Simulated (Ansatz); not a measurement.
Predict the output of the script below (Ansatz 0.2.0 through its Python package).

Script `opt.py`:
```python
import ansatz as az
import numpy as np

geometry_ang = [
    ("C", [-0.4408, 1.5541, -0.7704]),
    ("In", [0.011, 0.1198, -0.0388]),
    ("C", [1.0185, -0.6826, 1.0321]),
    ("Al", [-1.4795, -1.2456, -0.5291]),
    ("H", [-1.1754, 2.1671, -1.4526]),
    ("H", [-0.4159, 2.1119, 0.2055]),
    ("H", [0.5424, 1.559, -1.2466]),
    ("H", [1.3629, -1.6042, 1.5663]),
    ("H", [0.931, 0.1508, 1.8271]),
    ("H", [1.8552, -0.4146, 0.3511]),
    ("H", [-0.461, -1.5122, -1.6312]),
    ("H", [-1.6715, -2.2586, 0.7206]),
]
molecule = az.Crystal.molecule()
for symbol, xyz in geometry_ang:
    molecule = molecule.atom(symbol, xyz)

calc = (
    molecule.calculation()
    .basis(gaussian="def2-SVP")
    .functional("pbe0")
)
symbols = [site.symbol for site in molecule.cartesian_sites]
start = np.array([site.position_ang for site in molecule.cartesian_sites], dtype=float)
def progress(event):
    if event["event"] == "relax_step":
        row = event["data"]
        print(f"step {row['step']:3d}  E = {row['lagrangian_ev']:.6f} eV  largest force component {row['allowed_force_max_ev_ang']:.4f} eV/A")


rep = calc.relax(force_tolerance=0.02).session().plan().execute(on_event=progress).report
end = np.array(rep["positions_ang"])

print("reference energy %16.6f eV" % rep["reference_energy_ev"])
print("total energy     %16.6f eV" % rep["free_energy_ev"])
print("occupied orbitals outside the frozen core (up, down):", rep["n_occupied"], " frozen:", rep["n_frozen"], " virtual:", rep["n_virtual"])

print("final positions (A) and the move of each atom")
for symbol, xyz, old in zip(symbols, end, start):
    print(f"{symbol:2s} {xyz[0]:10.5f} {xyz[1]:10.5f} {xyz[2]:10.5f}   {np.linalg.norm(xyz - old):7.4f}")
```

```console
$ python opt.py
step   1  E = -13952.145593 eV  largest force component 16.0431 eV/A
step   2  E = -13957.514685 eV  largest force component 6.8853 eV/A
step   3  E = -13960.461459 eV  largest force component 2.3717 eV/A
step   4  E = -13962.159620 eV  largest force component 1.0670 eV/A
step   5  E = -13962.802935 eV  largest force component 0.8232 eV/A
step   6  E = -13963.240817 eV  largest force component 0.5865 eV/A
step   7  E = -13963.588362 eV  largest force component 0.4388 eV/A
step   8  E = -13963.878213 eV  largest force component 0.4942 eV/A
step   9  E = -13964.132514 eV  largest force component 0.5691 eV/A
step  10  E = -13964.272622 eV  largest force component 0.3019 eV/A
step  11  E = -13964.378870 eV  largest force component 0.3483 eV/A
step  12  E = -13964.477802 eV  largest force component 0.3368 eV/A
step  13  E = -13964.563164 eV  largest force component 0.3159 eV/A
step  14  E = -13964.640602 eV  largest force component 0.1914 eV/A
step  15  E = -13964.699428 eV  largest force component 0.1762 eV/A
step  16  E = -13964.746156 eV  largest force component 0.1695 eV/A
step  17  E = -13964.776027 eV  largest force component 0.2257 eV/A
step  18  E = -13964.781116 eV  largest force component 0.2189 eV/A
step  19  E = -13964.790411 eV  largest force component 0.0399 eV/A
step  20  E = -13964.791054 eV  largest force component 0.0350 eV/A
step  21  E = -13964.791232 eV  largest force component 0.0128 eV/A
reference energy    -13964.791271 eV
total energy        -13964.791271 eV
occupied orbitals outside the frozen core (up, down): [27, 27]  frozen: 0  virtual: [85, 85]
final positions (A) and the move of each atom
C    -0.33514    1.96032   -0.73516    0.4212
In   -0.07063   -0.08877   -0.02225    0.2246
C     1.61975   -0.27904    1.34960    0.7907
Al   -1.62024   -2.14719   -0.76065    0.9414
H    -1.24396    2.09608   -1.33726    0.1518
H    -0.36951    2.64699    0.12531    0.5430
H     0.53701    2.24061   -1.34806    0.6891
H     1.67336   -1.26220    1.83720    0.5355
H     1.55648    0.50103    2.12463    0.7762
H     2.55529   -0.11509    0.79021    0.8790
H    -1.29262   -3.04424   -2.04580    1.7918
H    -2.93289   -2.56361    0.05624    1.4579
```

Caveats:
- Total energies depend on the basis set; only differences at equal settings carry meaning.
- The end point is the stationary point reached from this start; no frequency run checks that it is a minimum, and the basis set is modest.
- def2 sets replace the cores of elements past krypton by effective core potentials.
- Wall time of the script: 2.5 min on 1 thread of Arm Neoverse V1, on a shared host, peak memory 0.35 GiB.
